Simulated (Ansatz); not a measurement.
# Li5NbO5: further runs on the relaxed cell

An exercise on one series of results from a longer session: the logs are not shown, and one member is left open.

Method: DFT PBEsol, scalar-relativistic, plane waves, PAW, in Ansatz 0.2.0.

## The structure to begin with

It takes space group C2/c (No. 15, monoclinic). Conventional cell: a = 5.653 Å, b = 9.192 Å, c = 8.945 Å, α = 90.00°, β = 104.45°, γ = 90.00°. Li (site symmetry 1) has 4 O at 1.90 to 2.07 Å in its first shell of neighbours. Around Li (site symmetry 1) lie 4 O at 1.95 to 2.11 Å. Li (site symmetry 2) has 5 O at 1.99 to 2.06 Å in its first shell of neighbours. Nb (site symmetry 2) has 5 O at 1.86 to 2.01 Å in its first shell of neighbours. Around O (site symmetry 1) lie 1 Nb at 1.90 Å and 4 Li at 1.90 to 2.07 Å. O (site symmetry 1) is surrounded by 5 Li at 1.98 to 2.11 Å and 1 Nb at 2.01 Å. Around O (site symmetry 2) lie 1 Nb at 1.86 Å and 3 Li at 1.99 to 2.07 Å.

As a file:

```cif
data_structure
_symmetry_space_group_name_H-M 'P 1'
_symmetry_Int_Tables_number 1
_cell_length_a 5.3955
_cell_length_b 5.3955
_cell_length_c 8.9447
_cell_angle_alpha 97.514
_cell_angle_beta 97.514
_cell_angle_gamma 116.816
_cell_volume 225.03
loop_
_atom_site_label
_atom_site_type_symbol
_atom_site_fract_x
_atom_site_fract_y
_atom_site_fract_z
_atom_site_occupancy
Li1 Li 0.04793 0.70101 0.43986 1
Li2 Li 0.77338 0.54552 0.04322 1
Li3 Li 0.33159 0.66841 0.25000 1
Li4 Li 0.70101 0.04793 0.93986 1
Li5 Li 0.54552 0.77338 0.54322 1
Li6 Li 0.45448 0.22662 0.45678 1
Li7 Li 0.29899 0.95207 0.06014 1
Li8 Li 0.66841 0.33159 0.75000 1
Li9 Li 0.22662 0.45448 0.95678 1
Li10 Li 0.95207 0.29899 0.56014 1
Nb1 Nb 0.91266 0.08734 0.25000 1
Nb2 Nb 0.08734 0.91266 0.75000 1
O1 O 0.98893 0.32798 0.10654 1
O2 O 0.20163 0.42607 0.41231 1
O3 O 0.32798 0.98893 0.60654 1
O4 O 0.42607 0.20163 0.91231 1
O5 O 0.11502 0.88498 0.25000 1
O6 O 0.88498 0.11502 0.75000 1
O7 O 0.57393 0.79837 0.08769 1
O8 O 0.67202 0.01107 0.39346 1
O9 O 0.79837 0.57393 0.58769 1
O10 O 0.01107 0.67202 0.89346 1
```

It goes back to an entry of the Materials Project, which need not be the stable form.

This cell was relaxed beforehand with the same method: volume 10.23 Å³/atom, gap on the mesh 3.96 eV.

The first run:

The input, input.yaml:

```yaml
crystal:
  lattice:
    - [2.7979773827, -4.549433229, 0.0015608489]
    - [2.7979773827, 4.549433229, 0.0015608489]
    - [-2.2149452048, 0.0, 8.5728589598]
  atoms:
    - { symbol: Li, position: [0.0479322811, 0.7010144538, 0.4398605493] }
    - { symbol: Li, position: [0.7733823324, 0.5455153771, 0.0432150868] }
    - { symbol: Li, position: [0.3315930403, 0.6684069597, 0.25] }
    - { symbol: Li, position: [0.7010144538, 0.0479322811, 0.9398605493] }
    - { symbol: Li, position: [0.5455153771, 0.7733823324, 0.5432150868] }
    - { symbol: Li, position: [0.4544846229, 0.2266176676, 0.4567849132] }
    - { symbol: Li, position: [0.2989855462, 0.9520677189, 0.0601394507] }
    - { symbol: Li, position: [0.6684069597, 0.3315930403, 0.75] }
    - { symbol: Li, position: [0.2266176676, 0.4544846229, 0.9567849132] }
    - { symbol: Li, position: [0.9520677189, 0.2989855462, 0.5601394507] }
    - { symbol: Nb, position: [0.9126554002, 0.0873445998, 0.25] }
    - { symbol: Nb, position: [0.0873445998, 0.9126554002, 0.75] }
    - { symbol: O, position: [0.9889288446, 0.3279792621, 0.1065367815] }
    - { symbol: O, position: [0.2016308473, 0.426071631, 0.4123062179] }
    - { symbol: O, position: [0.3279792621, 0.9889288446, 0.6065367815] }
    - { symbol: O, position: [0.426071631, 0.2016308473, 0.9123062179] }
    - { symbol: O, position: [0.1150157494, 0.8849842506, 0.25] }
    - { symbol: O, position: [0.8849842506, 0.1150157494, 0.75] }
    - { symbol: O, position: [0.573928369, 0.7983691527, 0.0876937821] }
    - { symbol: O, position: [0.6720207379, 0.0110711554, 0.3934632185] }
    - { symbol: O, position: [0.7983691527, 0.573928369, 0.5876937821] }
    - { symbol: O, position: [0.0110711554, 0.6720207379, 0.8934632185] }
basis:
  ecutwfc: 420
kpoints:
  mp_grid: { grid: [6, 6, 4] }
hamiltonian:
  xc: pbesol
scf:
  occupations: { method: gaussian, width: 0.02 }
output:
  forces: true
  stress: true
  eigenvalues: true
relax:
  adjacent_minimum: "off"
  f_tol: 0.01
  max_steps: 30
  cell: { stress_tol: 0.1, fix: [volume] }
```

The run is started by

```console
ansatz run input.yaml --threads 4 --pin off --max-ram 10240MiB --backend cpu --events-out ev --progress --plain --runs-dir out
```

Steps of the session up to this table: The cell scaled to 0.97 of its volume; Volume × 1.03; Volume × 0.94; Volume × 1.06; Point at V/V0 = 0.91; Volume × 1.10; The cell scaled to 0.88 of its volume.

One table of the session follows, with a row left open; its other results are not shown here.

It belongs to the step «Fit of the equation of state». 

| volume (Å³/atom) | energy above the lowest point (meV/atom) | pressure (GPa) | gap on the mesh (eV) |
| --- | --- | --- | --- |
| 9.001 | 45.0 | 13.08 | 3.94 |
| 9.308 | 24.0 | 9.06 | 3.99 |
| 9.615 | 10.1 | 5.55 | 4.00 |
| 9.922 | 2.4 | 2.54 | 3.98 |
| 10.229 | 0.0 | -0.01 | 3.96 |
| 10.536 | ? | ? | ? |
| 10.843 | 8.1 | -3.97 | 3.89 |
| 11.252 | 20.7 | -5.86 | 3.80 |

Q: Estimate the row for volume (Å³/atom) = 10.536 from the others.

Worked estimate for «energy above the lowest point (meV/atom)». A straight line through the neighbours (10.229, 0.0) and (10.843, 8.1) gives 0.0 + (8.1 − 0.0) × (10.536 − 10.229) / (10.843 − 10.229) = 4.0; a parabola fitted to 4 rows on both sides gives 2.2.

**Answer.** energy above the lowest point (meV/atom): 2.1; pressure (GPa): -2.18; gap on the mesh (eV): 3.93. In «energy above the lowest point (meV/atom)» the line misses by +1.9 and the parabola by +0.1.

Limits of these values: The gap on the mesh goes from 3.94 eV at the smallest volume to 3.80 eV at the largest, through a peak of 4.00 eV between.
